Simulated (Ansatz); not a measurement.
# AlGaN2: a tetragonal deformation path

The task, for AlGaN2: look for other minima along a tetragonal path.

Method: DFT LDA, scalar-relativistic, plane waves, PAW, in Ansatz 0.2.0.

## 1. The starting structure

It takes space group P-4m2 (No. 115, tetragonal). Conventional cell: a = 3.141 Å, b = 3.141 Å, c = 4.424 Å, α = 90.00°, β = 90.00°, γ = 90.00°. Al (site symmetry -4m2) has 4 N at 1.89 Å as nearest neighbours. Ga (site symmetry -4m2) is surrounded by 4 N at 1.95 Å. N (site symmetry 2mm) is surrounded by 2 Al at 1.89 Å and 2 Ga at 1.95 Å.

Structure file:

```cif
data_structure
_symmetry_space_group_name_H-M 'P 1'
_symmetry_Int_Tables_number 1
_cell_length_a 3.1409
_cell_length_b 3.1409
_cell_length_c 4.4238
_cell_angle_alpha 90.000
_cell_angle_beta 90.000
_cell_angle_gamma 90.000
_cell_volume 43.64
loop_
_atom_site_label
_atom_site_type_symbol
_atom_site_fract_x
_atom_site_fract_y
_atom_site_fract_z
_atom_site_occupancy
Al1 Al 0.50000 0.50000 0.50000 1
Ga1 Ga 0.00000 0.00000 0.00000 1
N1 N 0.50000 0.00000 0.73826 1
N2 N 0.00000 0.50000 0.26174 1
```

It goes back to an entry of the Materials Project, which need not be the stable form.

No relaxation comes first: the listed cell is the starting point.

## 2. The scan: a tetragonal deformation path

At fixed volume and fractional coordinates, lengths along (0.000, 0.000, 1.000) are scaled against those across it; ρ is that ratio over its starting value.

## 3. ρ = 0.850

Contents of input.yaml:

```yaml
crystal:
  lattice:
    - [3.3157208543, 0.0, 0.0]
    - [0.0, 3.3157208543, 0.0]
    - [0.0, 0.0, 3.9695854895]
  atoms:
    - { symbol: Al, position: [0.5, 0.5, 0.5] }
    - { symbol: Ga, position: [0.0, 0.0, 0.0] }
    - { symbol: "N", position: [0.5, 0.0, 0.73826481] }
    - { symbol: "N", position: [0.0, 0.5, 0.26173519] }
basis:
  ecutwfc: 420
kpoints:
  mp_grid: { grid: [8, 8, 6] }
hamiltonian:
  xc: lda
scf:
  occupations: { method: gaussian, width: 0.05 }
output:
  forces: true
  stress: true
  eigenvalues: true
  write_density: true
  write_potential: true
  elf: true
  volumetric_format: npy
```

Started as:

```sh
$ ansatz run input.yaml --threads 1 --pin off --max-ram 2560MiB --backend cpu --events-out ev --progress --plain --runs-dir out
```

Log, shortened:

```text
Warning: RAYON_NUM_THREADS=1 ignored (pool sized by the plan → 1); use --threads N
[...]
Pseudopotentials: kind: paw
Pseudopotential: Al, paw, valence charge 3, recommended cutoff 420 eV (normal), Al.paw.azcp
Pseudopotential: Ga, paw, valence charge 13, recommended cutoff 420 eV (normal), Ga.paw.azcp
Pseudopotential: N, paw, valence charge 5, recommended cutoff 420 eV (normal), N.paw.azcp
Functional definition: SPW92
[...]
Crystal: 4 atoms, lattice volume = 43.642 Å³
Basis set: ecut = 420 eV, 861 PW (Γ)
Bands: 17, of which v1, the nominal top of the filled ones, is band 13 counted from 1 (12 counted from 0)
Symmetry: 8 space group operations
Space group: P-4m2 (ITA 115), of the structure as read, at distance tolerance 3.5e-5 Å
k-points: 60 of 384 (time reversal used)
[...]
SCF iter   1: F=—  HF=-4971.645475 eV  |F-HF|=—  |Δ(HF+E_count)|=         —  Δρ=1.16e-2  dr2=5.97e-2  ethr=1.77e-3  ⟨swp⟩=5.3  Hψ=5058  notcnv=0
[...]
SCF iter   6: F=-4971.627697 eV  HF=-4971.627697 eV  |F-HF|=7.89e-9  |Δ(HF+E_count)|=   3.09e-8  Δρ=5.52e-6  dr2=1.27e-8  ethr=3.85e-10  ⟨swp⟩=8.0  Hψ=6707  notcnv=0
[...]
SCF converged after 6 iterations
Free energy (F): -4971.627697 eV
[...]
E sigma→0 (E₀):  -4971.627697 eV
Fermi energy:    9.581234 eV
[...]
--- Forces (eV/Å), atoms counted from 1 ---
  atom   1  Al    -0.00000000     0.00000000     0.00000000
  atom   2  Ga    -0.00000000     0.00000000     0.00000000
  atom   3  N      0.00000000    -0.00000000    -0.10496275
  atom   4  N      0.00000000     0.00000000     0.10496275
[...]
--- Stress (GPa, compression-positive) ---
      -12.224536       0.000000       0.000000
        0.000000     -12.224536       0.000000
        0.000000       0.000000       2.738781
  P = ⅓ Tr σ = -7.2368 GPa (-72.368 kbar)
--- Band table (eV; the first three rows and the last of 60) ---
  k-point 0: bands = ["-7.2251", "-5.9265", "-5.0846", "-5.0846", "-5.0434", "-4.8554", "-2.9616", "3.7138", "5.0041", "5.0041", "7.9686", "7.9686", "8.2675", "10.8950", "11.3108", "13.7784", "19.2541"]
[...]
```

Run time: 7.5 s. Hardware: 1 thread of AMD EPYC (Zen 3), shared host; peak memory 0.37 GiB.

Density in a lattice plane of the grid's cell (edges 3.32 and 3.97 Å, at 0.000 of the third edge), which holds Ga and N.

Ten even steps from ' ' (0.03 e/Å³) to '@' (52.62 e/Å³):
```
**==::                              ::==
....                                  ..
                                        
                                        
                                        
                                        
                                        
                                        
                                        
                                        
                                        
                                        
                                        
                                        
                                        
                                        
                                        
....                                  ..
**==::                              ::==
@@##--..                          ..--##
```
Columns run along the first of these edges and rows up along the second, over one cell in 20 and 20 even steps from the bottom left corner. Atoms in the plane (fractional): Ga at (0.00, 0.00), N at (0.50, 0.74).

ELF in the same plane.

Ten even steps from '0' (0.02) to '9' (0.83):
```
00002347889887432000
00012469999999642100
11124699988899964211
22235899743479985322
22246898510158986422
11246898521258986421
01235789876789875321
00124689999999864210
00012478999998742100
00001246889886421000
00000124567654210000
00000011234321100000
00000000111110000000
11111000000000001111
22111100000000011112
22222111000001112222
11222211100011122221
00012222221222222100
00011222344432221100
50001234667664321000
```
Columns run along the first of these edges and rows up along the second, over one cell in 20 and 20 even steps from the bottom left corner. Atoms in the plane (fractional): Ga at (0.00, 0.00), N at (0.50, 0.74).

Both are smooth fields of the valence electrons: close to the nuclei they are not physical.

Outside the cores ELF peaks at 0.90 on the N–Al line, 0.8 Å from N; 0.84 in the shell around N, 0.7 Å from N.

## 4. ρ = 1.200

input.yaml, as its differences from that of step 3:

```diff
@@ -2,5 +2,5 @@
   lattice:
-    - [3.3157208543, 0.0, 0.0]
-    - [0.0, 3.3157208543, 0.0]
-    - [0.0, 0.0, 3.9695854895]
+    - [2.9556784651, 0.0, 0.0]
+    - [0.0, 2.9556784651, 0.0]
+    - [0.0, 0.0, 4.995589065]
   atoms:
@@ -22,5 +22 @@
   eigenvalues: true
-  write_density: true
-  write_potential: true
-  elf: true
-  volumetric_format: npy
```

Started as:

```sh
$ ansatz run input.yaml --threads 1 --pin off --max-ram 2560MiB --backend cpu --events-out ev --progress --plain --runs-dir out
```

Log, shortened:

```text
Warning: RAYON_NUM_THREADS=1 ignored (pool sized by the plan → 1); use --threads N
[...]
[... 5 set-up lines as earlier in the session ...]
[...]
Crystal: 4 atoms, lattice volume = 43.642 Å³
Basis set: ecut = 420 eV, 821 PW (Γ)
Bands: 17, of which v1, the nominal top of the filled ones, is band 13 counted from 1 (12 counted from 0)
[... 2 set-up lines as earlier in the session ...]
k-points: 60 of 384 (time reversal used)
[...]
SCF iter   1: F=—  HF=-4971.342218 eV  |F-HF|=—  |Δ(HF+E_count)|=         —  Δρ=1.15e-2  dr2=6.10e-2  ethr=1.77e-3  ⟨swp⟩=5.4  Hψ=5135  notcnv=0
[...]
SCF iter   6: F=-4971.324317 eV  HF=-4971.324317 eV  |F-HF|=7.06e-8  |Δ(HF+E_count)|=   1.69e-8  Δρ=8.90e-6  dr2=8.60e-8  ethr=3.85e-10  ⟨swp⟩=5.1  Hψ=4589  notcnv=0
[...]
SCF converged after 6 iterations
Free energy (F): -4971.324317 eV
[...]
E sigma→0 (E₀):  -4971.324317 eV
Fermi energy:    9.648062 eV
[...]
--- Forces (eV/Å), atoms counted from 1 ---
  atom   1  Al    -0.00000000     0.00000000     0.00000000
  atom   2  Ga    -0.00000000     0.00000000     0.00000000
  atom   3  N      0.00000000     0.00000000     0.45314410
  atom   4  N      0.00000000     0.00000000    -0.45314410
[...]
--- Stress (GPa, compression-positive) ---
        5.814986       0.000000      -0.000000
        0.000000       5.814986       0.000000
       -0.000000       0.000000     -31.555681
  P = ⅓ Tr σ = -6.6419 GPa (-66.419 kbar)
--- Band table (eV; the first three rows and the last of 60) ---
  k-point 0: bands = ["-7.2049", "-6.0412", "-5.0838", "-5.0838", "-5.0798", "-4.9793", "-4.1434", "1.2737", "6.8481", "6.8481", "7.2279", "8.5072", "8.5072", "10.7579", "12.5146", "17.4145", "18.7533"]
[...]
```

It took 5.3 s on 1 thread of AMD EPYC (Zen 3), shared host; peak memory 0.36 GiB.

## 5. At ρ = 0.920

input.yaml, as its differences from that of step 4:

```diff
@@ -2,5 +2,5 @@
   lattice:
-    - [2.9556784651, 0.0, 0.0]
-    - [0.0, 2.9556784651, 0.0]
-    - [0.0, 0.0, 4.995589065]
+    - [3.2293986565, 0.0, 0.0]
+    - [0.0, 3.2293986565, 0.0]
+    - [0.0, 0.0, 4.1846367088]
   atoms:
```

Started as:

```sh
$ ansatz run input.yaml --threads 1 --pin off --max-ram 2560MiB --backend cpu --events-out ev --progress --plain --runs-dir out
```

Log, shortened:

```text
Warning: RAYON_NUM_THREADS=1 ignored (pool sized by the plan → 1); use --threads N
[...]
[... 5 set-up lines as earlier in the session ...]
[...]
Crystal: 4 atoms, lattice volume = 43.642 Å³
Basis set: ecut = 420 eV, 845 PW (Γ)
Bands: 17, of which v1, the nominal top of the filled ones, is band 13 counted from 1 (12 counted from 0)
[... 2 set-up lines as earlier in the session ...]
k-points: 60 of 384 (time reversal used)
[...]
SCF iter   1: F=—  HF=-4971.818954 eV  |F-HF|=—  |Δ(HF+E_count)|=         —  Δρ=1.15e-2  dr2=5.82e-2  ethr=1.77e-3  ⟨swp⟩=5.4  Hψ=5063  notcnv=0
[...]
SCF iter   6: F=-4971.801613 eV  HF=-4971.801613 eV  |F-HF|=1.09e-8  |Δ(HF+E_count)|=   3.29e-8  Δρ=5.72e-6  dr2=1.70e-8  ethr=3.85e-10  ⟨swp⟩=5.0  Hψ=4623  notcnv=0
[...]
SCF converged after 6 iterations
Free energy (F): -4971.801613 eV
[...]
E sigma→0 (E₀):  -4971.801613 eV
Fermi energy:    9.493874 eV
[...]
--- Forces (eV/Å), atoms counted from 1 ---
  atom   1  Al    -0.00000000     0.00000000     0.00000000
  atom   2  Ga    -0.00000000     0.00000000     0.00000000
  atom   3  N      0.00000000     0.00000000     0.03610638
  atom   4  N      0.00000000     0.00000000    -0.03610638
[...]
--- Stress (GPa, compression-positive) ---
       -8.623311       0.000000      -0.000000
        0.000000      -8.623311       0.000000
       -0.000000       0.000000       0.345823
  P = ⅓ Tr σ = -5.6336 GPa (-56.336 kbar)
--- Band table (eV; the first three rows and the last of 60) ---
  k-point 0: bands = ["-7.2613", "-5.9555", "-5.0670", "-5.0670", "-5.0205", "-4.8466", "-3.2274", "3.1001", "5.3374", "5.3374", "8.0000", "8.0000", "8.0623", "10.9255", "11.3779", "14.6314", "19.2175"]
[...]
```

It took 5.6 s on 1 thread of AMD EPYC (Zen 3), shared host; peak memory 0.36 GiB.

## 6. ρ = 1.100

input.yaml, as its differences from that of step 5:

```diff
@@ -2,5 +2,5 @@
   lattice:
-    - [3.2293986565, 0.0, 0.0]
-    - [0.0, 3.2293986565, 0.0]
-    - [0.0, 0.0, 4.1846367088]
+    - [3.0426596441, 0.0, 0.0]
+    - [0.0, 3.0426596441, 0.0]
+    - [0.0, 0.0, 4.714051604]
   atoms:
```

Started as:

```sh
$ ansatz run input.yaml --threads 1 --pin off --max-ram 2560MiB --backend cpu --events-out ev --progress --plain --runs-dir out
```

Log, shortened:

```text
[...]
SCF converged after 6 iterations
Free energy (F): -4971.739932 eV
[...]
E sigma→0 (E₀):  -4971.739932 eV
Fermi energy:    9.579467 eV
[...]
--- Forces (eV/Å), atoms counted from 1 ---
  atom   1  Al    -0.00000000     0.00000000     0.00000000
  atom   2  Ga    -0.00000000     0.00000000     0.00000000
  atom   3  N      0.00000000     0.00000000     0.35965671
  atom   4  N      0.00000000     0.00000000    -0.35965671
[...]
--- Stress (GPa, compression-positive) ---
        0.020040       0.000000      -0.000000
        0.000000       0.020040       0.000000
       -0.000000       0.000000     -16.283006
  P = ⅓ Tr σ = -5.4143 GPa (-54.143 kbar)
--- Band table (eV; the first three rows and the last of 60) ---
  k-point 0: bands = ["-7.2573", "-6.0085", "-5.0488", "-5.0488", "-5.0195", "-4.8929", "-3.8497", "1.8362", "6.2804", "6.2804", "7.5504", "8.2552", "8.2552", "10.9031", "12.0087", "16.5545", "19.1527"]
[...]
```

Run time: 5.9 s. Hardware: 1 thread of AMD EPYC (Zen 3), shared host; peak memory 0.36 GiB.

## 7. At ρ = 0.960

input.yaml, as its differences from that of step 6:

```diff
@@ -2,5 +2,5 @@
   lattice:
-    - [3.0426596441, 0.0, 0.0]
-    - [0.0, 3.0426596441, 0.0]
-    - [0.0, 0.0, 4.714051604]
+    - [3.1839081089, 0.0, 0.0]
+    - [0.0, 3.1839081089, 0.0]
+    - [0.0, 0.0, 4.3050681515]
   atoms:
```

Started as:

```sh
$ ansatz run input.yaml --threads 1 --pin off --max-ram 2560MiB --backend cpu --events-out ev --progress --plain --runs-dir out
```

Log, shortened:

```text
[...]
SCF converged after 6 iterations
Free energy (F): -4971.855318 eV
[...]
E sigma→0 (E₀):  -4971.855318 eV
Fermi energy:    9.484507 eV
[...]
--- Forces (eV/Å), atoms counted from 1 ---
  atom   1  Al    -0.00000000     0.00000000     0.00000000
  atom   2  Ga    -0.00000000     0.00000000     0.00000000
  atom   3  N      0.00000000    -0.00000000     0.11806105
  atom   4  N      0.00000000     0.00000000    -0.11806105
[...]
--- Stress (GPa, compression-positive) ---
       -6.749769       0.000000       0.000000
        0.000000      -6.749769       0.000000
        0.000000       0.000000      -1.984363
  P = ⅓ Tr σ = -5.1613 GPa (-51.613 kbar)
--- Band table (eV; the first three rows and the last of 60) ---
  k-point 0: bands = ["-7.2718", "-5.9689", "-5.0577", "-5.0577", "-5.0115", "-4.8469", "-3.3753", "2.7845", "5.5368", "5.5368", "7.9511", "8.0337", "8.0337", "10.9347", "11.4722", "15.0915", "19.1996"]
[...]
```

Run time: 6.8 s. Hardware: 1 thread of AMD EPYC (Zen 3), shared host; peak memory 0.36 GiB.

## 8. ρ = 1.050

input.yaml, as its differences from that of step 7:

```diff
@@ -2,5 +2,5 @@
   lattice:
-    - [3.1839081089, 0.0, 0.0]
-    - [0.0, 3.1839081089, 0.0]
-    - [0.0, 0.0, 4.3050681515]
+    - [3.0902088813, 0.0, 0.0]
+    - [0.0, 3.0902088813, 0.0]
+    - [0.0, 0.0, 4.5700968976]
   atoms:
@@ -22 +22,5 @@
   eigenvalues: true
+  write_density: true
+  write_potential: true
+  elf: true
+  volumetric_format: npy
```

Started as:

```sh
$ ansatz run input.yaml --threads 1 --pin off --max-ram 2560MiB --backend cpu --events-out ev --progress --plain --runs-dir out
```

Log, shortened:

```text
[...]
SCF converged after 6 iterations
Free energy (F): -4971.839751 eV
[...]
E sigma→0 (E₀):  -4971.839751 eV
Fermi energy:    9.544260 eV
[...]
--- Forces (eV/Å), atoms counted from 1 ---
  atom   1  Al    -0.00000000     0.00000000     0.00000000
  atom   2  Ga    -0.00000000     0.00000000     0.00000000
  atom   3  N      0.00000000     0.00000000     0.28526707
  atom   4  N      0.00000000     0.00000000    -0.28526707
[...]
--- Stress (GPa, compression-positive) ---
       -2.526388       0.000000      -0.000000
        0.000000      -2.526388       0.000000
       -0.000000       0.000000     -10.115005
  P = ⅓ Tr σ = -5.0559 GPa (-50.559 kbar)
--- Band table (eV; the first three rows and the last of 60) ---
  k-point 0: bands = ["-7.2710", "-5.9947", "-5.0459", "-5.0459", "-5.0079", "-4.8673", "-3.6887", "2.1503", "6.0073", "6.0073", "7.6992", "8.1578", "8.1578", "10.9301", "11.7879", "16.0585", "19.1406"]
[...]
```

It took 6.9 s on 1 thread of AMD EPYC (Zen 3), shared host; peak memory 0.37 GiB.

Density in a lattice plane of the grid's cell (edges 3.09 and 4.57 Å, at 0.000 of the third edge), which holds Ga and N.

Ten even steps from ' ' (0.05 e/Å³) to '@' (52.62 e/Å³):
```
++--..                      ..--
..                              
                                
                                
                                
                                
                                
                                
                                
                                
                                
                                
                                
                                
                                
                                
                                
....                          ..
++--..                      ..--
@@**::                      ::**
```
Columns run along the first of these edges and rows up along the second, over one cell in 16 and 20 even steps from the bottom left corner. Atoms in the plane (fractional): Ga at (0.00, 0.00), N at (0.50, 0.74).

ELF in the same plane.

Values, 12 rows by 8 columns:
```
0.03 0.09 0.30 0.69 0.75 0.69 0.30 0.09
0.20 0.24 0.64 0.80 0.61 0.80 0.64 0.24
0.16 0.34 0.77 0.59 0.04 0.59 0.77 0.34
0.08 0.28 0.70 0.71 0.46 0.71 0.70 0.28
0.03 0.13 0.53 0.77 0.81 0.77 0.53 0.13
0.02 0.05 0.21 0.52 0.64 0.52 0.21 0.05
0.03 0.04 0.06 0.16 0.24 0.16 0.06 0.04
0.08 0.08 0.06 0.06 0.06 0.06 0.06 0.08
0.16 0.16 0.12 0.06 0.04 0.06 0.12 0.16
0.20 0.22 0.18 0.11 0.06 0.11 0.18 0.22
0.03 0.10 0.24 0.17 0.13 0.17 0.24 0.10
0.39 0.03 0.22 0.29 0.40 0.29 0.22 0.03
```
Columns run along the first of these edges and rows up along the second, over one cell in 8 and 12 even steps from the bottom left corner. Atoms in the plane (fractional): Ga at (0.00, 0.00), N at (0.50, 0.74).

Both are smooth fields of the valence electrons: close to the nuclei they are not physical.

The highest ELF values outside the cores: 0.89 on the N–Al line, 0.7 Å from N; 0.83 in the shell around N, 0.7 Å from N.

## 9. ρ = 0.800

input.yaml, as its differences from that of step 8:

```diff
@@ -2,5 +2,5 @@
   lattice:
-    - [3.0902088813, 0.0, 0.0]
-    - [0.0, 3.0902088813, 0.0]
-    - [0.0, 0.0, 4.5700968976]
+    - [3.3834072354, 0.0, 0.0]
+    - [0.0, 3.3834072354, 0.0]
+    - [0.0, 0.0, 3.8123479684]
   atoms:
@@ -22,5 +22 @@
   eigenvalues: true
-  write_density: true
-  write_potential: true
-  elf: true
-  volumetric_format: npy
```

Started as:

```sh
$ ansatz run input.yaml --threads 1 --pin off --max-ram 2560MiB --backend cpu --events-out ev --progress --plain --runs-dir out
```

Log, shortened:

```text
Warning: RAYON_NUM_THREADS=1 ignored (pool sized by the plan → 1); use --threads N
[...]
[... 5 set-up lines as earlier in the session ...]
[...]
Crystal: 4 atoms, lattice volume = 43.642 Å³
Basis set: ecut = 420 eV, 821 PW (Γ)
Bands: 17, of which v1, the nominal top of the filled ones, is band 13 counted from 1 (12 counted from 0)
[... 2 set-up lines as earlier in the session ...]
k-points: 60 of 384 (time reversal used)
[...]
SCF iter   1: F=—  HF=-4971.459464 eV  |F-HF|=—  |Δ(HF+E_count)|=         —  Δρ=1.17e-2  dr2=6.11e-2  ethr=1.77e-3  ⟨swp⟩=5.2  Hψ=5009  notcnv=0
[...]
SCF iter   6: F=-4971.441344 eV  HF=-4971.441344 eV  |F-HF|=5.33e-9  |Δ(HF+E_count)|=   2.45e-8  Δρ=5.09e-6  dr2=9.90e-9  ethr=3.85e-10  ⟨swp⟩=5.0  Hψ=4539  notcnv=0
[...]
SCF converged after 6 iterations
Free energy (F): -4971.441344 eV
[...]
E sigma→0 (E₀):  -4971.441344 eV
Fermi energy:    9.645453 eV
[...]
--- Forces (eV/Å), atoms counted from 1 ---
  atom   1  Al    -0.00000000     0.00000000     0.00000000
  atom   2  Ga    -0.00000000     0.00000000     0.00000000
  atom   3  N      0.00000000     0.00000000    -0.19407669
  atom   4  N      0.00000000     0.00000000     0.19407669
[...]
--- Stress (GPa, compression-positive) ---
      -15.352493       0.000000      -0.000000
        0.000000     -15.352493       0.000000
       -0.000000       0.000000       3.495808
  P = ⅓ Tr σ = -9.0697 GPa (-90.697 kbar)
--- Band table (eV; the first three rows and the last of 60) ---
  k-point 0: bands = ["-7.1832", "-5.9001", "-5.0961", "-5.0961", "-5.0639", "-4.8672", "-2.7728", "4.2107", "4.7790", "4.7790", "7.9667", "7.9667", "8.4379", "10.8530", "11.3680", "13.1315", "19.3581"]
[...]
```

Wall time 4.6 s (1 thread of AMD EPYC (Zen 3), shared host); peak memory 0.36 GiB.

## 10. ρ = 1.300

input.yaml, as its differences from that of step 9:

```diff
@@ -2,5 +2,5 @@
   lattice:
-    - [3.3834072354, 0.0, 0.0]
-    - [0.0, 3.3834072354, 0.0]
-    - [0.0, 0.0, 3.8123479684]
+    - [2.8778610319, 0.0, 0.0]
+    - [0.0, 2.8778610319, 0.0]
+    - [0.0, 0.0, 5.2694033572]
   atoms:
```

Started as:

```sh
$ ansatz run input.yaml --threads 1 --pin off --max-ram 2560MiB --backend cpu --events-out ev --progress --plain --runs-dir out
```

Log, shortened:

```text
Warning: RAYON_NUM_THREADS=1 ignored (pool sized by the plan → 1); use --threads N
[...]
[... 5 set-up lines as earlier in the session ...]
[...]
Crystal: 4 atoms, lattice volume = 43.642 Å³
Basis set: ecut = 420 eV, 845 PW (Γ)
Bands: 17, of which v1, the nominal top of the filled ones, is band 13 counted from 1 (12 counted from 0)
[... 2 set-up lines as earlier in the session ...]
k-points: 60 of 384 (time reversal used)
[...]
SCF iter   1: F=—  HF=-4970.623866 eV  |F-HF|=—  |Δ(HF+E_count)|=         —  Δρ=1.15e-2  dr2=6.08e-2  ethr=1.77e-3  ⟨swp⟩=5.3  Hψ=5051  notcnv=0
[...]
SCF iter   6: F=-4970.606350 eV  HF=-4970.606350 eV  |F-HF|=2.03e-8  |Δ(HF+E_count)|=   1.23e-7  Δρ=1.28e-5  dr2=5.58e-8  ethr=3.85e-10  ⟨swp⟩=5.5  Hψ=4546  notcnv=0
[...]
SCF converged after 6 iterations
Free energy (F): -4970.606350 eV
[...]
E sigma→0 (E₀):  -4970.606350 eV
Fermi energy:    9.682252 eV
[...]
--- Forces (eV/Å), atoms counted from 1 ---
  atom   1  Al    -0.00000000     0.00000000     0.00000000
  atom   2  Ga    -0.00000000     0.00000000     0.00000000
  atom   3  N      0.00000000     0.00000000     0.46380919
  atom   4  N      0.00000000     0.00000000    -0.46380919
[...]
--- Stress (GPa, compression-positive) ---
       12.740206       0.000000      -0.000000
        0.000000      12.740206       0.000000
       -0.000000       0.000000     -49.502482
  P = ⅓ Tr σ = -8.0074 GPa (-80.074 kbar)
--- Band table (eV; the first three rows and the last of 60) ---
  k-point 0: bands = ["-7.1250", "-6.0890", "-5.1918", "-5.1612", "-5.1612", "-5.1101", "-4.3980", "0.7811", "6.8732", "7.4380", "7.4380", "8.8246", "8.8246", "10.4378", "13.0733", "17.5418", "18.6284"]
[...]
```

It took 5.3 s on 1 thread of AMD EPYC (Zen 3), shared host; peak memory 0.36 GiB.

## 11. The scan collected

Collected from the runs (energy zero: the undisturbed cell):

| ρ | ΔE (meV/atom) | pressure (GPa) | gap on the mesh (eV) | space group |
| --- | --- | --- | --- | --- |
| 0.800 | 107.9 | -9.1 | 2.42 | P-4m2 |
| 0.850 | 61.3 | -7.2 | 2.63 | P-4m2 |
| 0.920 | 17.8 | -5.6 | 2.86 | P-4m2 |
| 0.960 | 4.4 | -5.2 | 2.90 | P-4m2 |
| 1.000 | 0.0 | -5.0 | 2.86 | P-4m2 |
| 1.050 | 8.3 | -5.1 | 2.77 | P-4m2 |
| 1.100 | 33.2 | -5.4 | 2.65 | P-4m2 |
| 1.200 | 137.1 | -6.6 | 2.22 | P-4m2 |
| 1.300 | 316.6 | -8.0 | 1.51 | P-4m2 |

## 12. Summary of results

| quantity | value |
| --- | --- |
| highest point | 316.6 meV/atom at ρ = 1.300 |

No sampled point lies below the undisturbed cell. No further minimum shows among the sampled points. The gap on the mesh stays between 1.51 and 2.90 eV.
